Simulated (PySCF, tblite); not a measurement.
# alpha-tetralone (C₁₀H₁₀O): geometry, infrared bands, NMR shifts, spin-spin couplings and electronic excitations

Wanted: the infrared bands, NMR shifts, spin-spin couplings and electronic excitations of alpha-tetralone (C₁₀H₁₀O) (`O=C1CCCc2ccccc21`), by calculation.

The runs use tblite 0.8.0 and PySCF 2.14.0, with density-fitted response routines of our own; the level of theory stands in each step. All values are computed, except where a source is named. Atoms count from 0, in the outputs and in this text.

### Step 1. The molecule as given

21 atoms, charge 0, multiplicity 1; geometry from: force field or distance geometry start.

Bonds of the start (Å): O0–C1 1.24, C1–C2 1.49, C2–C3 1.54, C3–C4 1.52, C4–C5 1.50, C5–C6 1.41, C6–C7 1.40, C7–C8 1.40, C8–C9 1.40, C9–C10 1.40, C10–C1 1.49, C10–C5 1.41, C2–H11 1.10, C2–H12 1.11, C3–H13 1.10, C3–H14 1.10, C4–H15 1.10, C4–H16 1.10, C6–H17 1.08, C7–H18 1.08, C8–H19 1.09, C9–H20 1.08.

### Step 2. Geometry optimisation with GFN2-xTB

Job settings and geometry (Å):

```
{"job": {"kind": "relax", "xc": "GFN2-xTB", "basis": "xTB"}, "charge": 0, "multiplicity": 1}
O     -0.970900    -2.638500     0.762500
C     -0.974000    -1.448700     0.420600
C     -2.243200    -0.677400     0.251200
C     -2.081300     0.489400    -0.733300
C     -0.952100     1.399000    -0.269200
C      0.324600     0.632700    -0.088100
C      1.561600     1.296600    -0.209800
C      2.764300     0.606100    -0.008700
C      2.744500    -0.756900     0.312800
C      1.517800    -1.420400     0.454000
C      0.316300    -0.730400     0.255400
H     -3.020800    -1.359000    -0.138200
H     -2.582000    -0.312900     1.240600
H     -1.856800     0.088000    -1.728800
H     -3.018100     1.058300    -0.796300
H     -1.215600     1.892500     0.680700
H     -0.811600     2.186100    -1.029300
H      1.594600     2.347000    -0.454000
H      3.707400     1.124400    -0.108100
H      3.677200    -1.290000     0.469200
H      1.509500    -2.469000     0.716300
```

Run with:

```sh
$ OMP_NUM_THREADS=2 python probes_run.py task.json out
```

The driver reads the jobs from task.json and runs them one after another.

**Question.** This job is followed by: GFN2-xTB harmonic vibrations, gas phase; PBE0-D3(BJ)/def2-SVP geometry optimisation, gas phase; GIAO PBE0/pcSseg-1 NMR shielding, non-relativistic, gas phase; B3LYP/pcJ-1 indirect spin-spin coupling, non-relativistic, gas phase; TDDFT CAM-B3LYP/def2-SVPD, vertical, gas phase, core orbitals frozen in the response; GIAO mPW1PW91/pcSseg-2 NMR shielding, non-relativistic, gas phase. Predict these results of the whole session: strongest single infrared mode (GFN2-xTB); zero-point energy (GFN2-xTB); point group; rotational constants (main isotopes); ¹³C shifts against TMS (PBE0/pcSseg-1); ¹H shifts against TMS (PBE0/pcSseg-1, means over atoms taken as alike); ¹⁷O shifts against H2O (PBE0/pcSseg-1); potential on the surface of density 0.002 e/bohr³, 1st and 99th percentile; largest coupling of the table (B3LYP/pcJ-1); lowest singlet (CAM-B3LYP/def2-SVPD); brightest single state of those computed; lowest triplet; range of the shift of O0.

As calculated:

| quantity | value |
| --- | --- |
| strongest single infrared mode (GFN2-xTB) | 1723 cm⁻¹, 347 km/mol |
| zero-point energy (GFN2-xTB) | 106.9 kcal/mol |
| point group | C1 |
| rotational constants (main isotopes) | 1.89, 1.08, 0.70 GHz |
| ¹³C shifts against TMS (PBE0/pcSseg-1) | 198.5, 148.9, 139.0, 135.9, 134.7, 133.5, 131.9, 41.1, 32.3, 25.6 ppm |
| ¹H shifts against TMS (PBE0/pcSseg-1, means over atoms taken as alike) | 8.44, 7.54, 7.46, 7.32, 2.82, 2.46, 1.91 ppm |
| ¹⁷O shifts against H2O (PBE0/pcSseg-1) | 626.2 ppm |
| potential on the surface of density 0.002 e/bohr³, 1st and 99th percentile | -1.76 V and 0.99 V |
| largest coupling of the table (B3LYP/pcJ-1) | ¹J(C,H) C9–H20, 173.0 Hz |
| lowest singlet (CAM-B3LYP/def2-SVPD) | 3.93 eV (315 nm), f = 0.000 |
| brightest single state of those computed | state 6, 6.54 eV, f = 0.417 |
| lowest triplet | 3.46 eV |
| range of the shift of O0 | 611.4 to 626.2 ppm |

Relaxing lowered the energy by 0.113 eV in 32 steps; the close pair that moved most is O0–C1, from 1.238 to 1.212 Å (GFN2-xTB). No mode is imaginary among the 57: a minimum at this level. The strongest single mode, at 1723 cm⁻¹, moves mainly C1 and O0. Unscaled tight-binding wavenumbers are off by several per cent, some by more. Its intensities can rank the bands wrongly. The start of the PBE0/def2-SVP relaxation was shaken at random by about 0.01 Å, so part of the energy gained, and of the first lengths quoted, undoes that. Relaxing lowered the energy by 0.176 eV in 9 steps; the close pair that moved most is C8–H19, from 1.057 to 1.092 Å (PBE0/def2-SVP). No frequency check was run at this level, so the end point may be a saddle. The most deshielded carbon is C1 (ketone carbonyl carbon), at 198.5 ppm: low-lying n→π* states of the double bond to the heteroatom give a large paramagnetic term (-258 ppm). NICS(1)zz of -26 ppm above the planar ring from C5 marks a diatropic (aromatic) ring current. At PBE0/pcSseg-1, counted by nearest atom on the grid, the HOMO lies on O0 59 %; C2, C10 about 9 % each, the LUMO on C1 21 %; O0 16 %. Of the pairs tabulated at B3LYP/pcJ-1, C9–H20 couples most strongly (173.0 Hz; Fermi contact 172.2 Hz). Couplings across rotatable bonds belong to this one conformer; where others are populated, the observed values are averages. The lowest singlet, at 3.93 eV, is HOMO−1→LUMO 0.75, HOMO→LUMO 0.11 and is dark; of the 10 states computed, the strongest absorption comes from state 6 at 6.54 eV. The lowest triplet lies 0.47 eV below the lowest singlet (triplets in Tamm-Dancoff, singlets in full TDDFT). In ppm, O0 moves most: its shift spreads over 14.8 ppm, from 611.4 (mPW1PW91/pcSseg-2) to 626.2 (PBE0/pcSseg-1). Part of that comes from the computed reference. The conformer search found further structures of the same energy, which may be mirror or relabelled copies of this one.
